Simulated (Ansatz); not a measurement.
**CH₆FGaSn: one species, many methods**

An exercise on one series of results from a longer session: the logs are not shown, and one member is left open.

The runs use Ansatz 0.2.0, Gaussian basis; functionals in def2-TZVPP, the program's frozen cores in correlated methods.

Plan: LDA (SPW92), PBE-D4, revPBE-D4, BLYP-D4, r2SCAN-D4, B97M-V, PBE0-D4, B3LYP-D4, r2SCANh-D4, r2SCAN0-D4, HSE06-D4, BHLYP-D4, CAM-B3LYP-D4, LC-ωPBE, ωB97X-V, ωB97M-V, B2PLYP, PBE-QIDH; CCSD(T)/def2-SVP; CCSD(T)/def2-TZVPP; MP2/def2-QZVPP; extrapolation to the limit; RPA on PBE.

**Structure used throughout**

The geometry comes from an earlier relaxation with PBE0-D4 in a triple-zeta def2 set; it is a stationary point, not always the lowest conformer. Sn takes the def2 core potential; no spin-orbit term is included.

SMILES `F[CH2][GaH][SnH3]`, 10 atoms, charge 0, spin multiplicity 1.

Atoms are counted from 1 here; the program's logs count them from 0.

Bond lengths: F1–C2 1.392 Å, C2–Ga3 1.994 Å, C2–H5 1.097 Å, C2–H6 1.097 Å, Ga3–Sn4 2.616 Å, Ga3–H7 1.576 Å, Sn4–H8 1.711 Å, Sn4–H9 1.710 Å, Sn4–H10 1.710 Å. Angles: F1–C2–Ga3 111.7°, F1–C2–H5 108.1°, F1–C2–H6 108.1°, Ga3–C2–H5 111.0°, Ga3–C2–H6 111.0°, H5–C2–H6 106.9°, C2–Ga3–Sn4 117.9°, C2–Ga3–H7 117.6°, Sn4–Ga3–H7 124.5°, Ga3–Sn4–H8 113.0°, Ga3–Sn4–H9 111.0°, Ga3–Sn4–H10 111.0°, H8–Sn4–H9 107.1°, H8–Sn4–H10 107.2°, H9–Sn4–H10 107.2°.

Set-up of the first run:

Contents of in.yaml:

```yaml
crystal:
  periodic: [false, false, false]
  atoms:
    - {symbol: F, position_ang: [-1.530158, 1.645003, 0.114927]}
    - {symbol: C, position_ang: [-0.576334, 1.660276, -0.898771]}
    - {symbol: Ga, position_ang: [0.655669, 0.097461, -0.774410]}
    - {symbol: Sn, position_ang: [0.272775, -1.609550, 1.170690]}
    - {symbol: H, position_ang: [-1.102825, 1.668975, -1.860702]}
    - {symbol: H, position_ang: [-0.022036, 2.603956, -0.829712]}
    - {symbol: H, position_ang: [1.794415, -0.023828, -1.856843]}
    - {symbol: H, position_ang: [1.393433, -2.902121, 1.156930]}
    - {symbol: H, position_ang: [0.405460, -0.843550, 2.693405]}
    - {symbol: H, position_ang: [-1.290388, -2.296612, 1.084476]}
basis:
  gaussian: {orbitals: def2-TZVPP}
hamiltonian: {xc: lda}
output: {orbitals: {seedname: orbitals}}
```

Steps of the session up to this table: LDA; PBE-D4 (GGA); revPBE-D4 (GGA); BLYP-D4 (GGA); r2SCAN-D4 (meta-GGA); B97M-V (meta-GGA); PBE0-D4 (hybrid); B3LYP-D4 (hybrid); r2SCANh-D4 (hybrid); r2SCAN0-D4 (hybrid); HSE06-D4 (hybrid); BHLYP-D4 (hybrid); CAM-B3LYP-D4 (range-separated); LC-ωPBE (range-separated); ωB97X-V (range-separated); ωB97M-V (range-separated); B2PLYP (double hybrid); PBE-QIDH (double hybrid).

One of the session's tables, all rows but one given; the rest of the session is left out.

It belongs to the step «Orbital energies across the functionals». 

```
  functional  HOMO (eV)  LUMO (eV)  gap (eV)
 LDA (SPW92)      -6.36      -3.08      3.27
      PBE-D4      -6.21      -2.86      3.35
   revPBE-D4      -6.15      -2.74      3.40
     BLYP-D4      -6.08      -2.80      3.28
   r2SCAN-D4      -6.46      -2.66      3.79
      B97M-V      -6.53      -2.86      3.66
     PBE0-D4      -7.30      -2.10      5.20
    B3LYP-D4      -7.11      -2.36      4.75
  r2SCANh-D4      -6.87      -2.39      4.47
  r2SCAN0-D4      -7.46      -2.00      5.47
    HSE06-D4      -6.91      -2.47      4.45
    BHLYP-D4      -8.24      -1.38      6.87
CAM-B3LYP-D4          ?          ?         ?
     LC-ωPBE      -9.79      -0.05      9.74
     ωB97X-V      -9.47      -0.21      9.26
     ωB97M-V      -9.31      -0.41      8.90
```

Q: Estimate the row for CAM-B3LYP-D4 from the others.

**Answer.** HOMO (eV): -8.53; LUMO (eV): -1.20; gap (eV): 7.33. In the column «HOMO (eV)» it lies between ωB97M-V (-9.31) and BHLYP-D4 (-8.24).
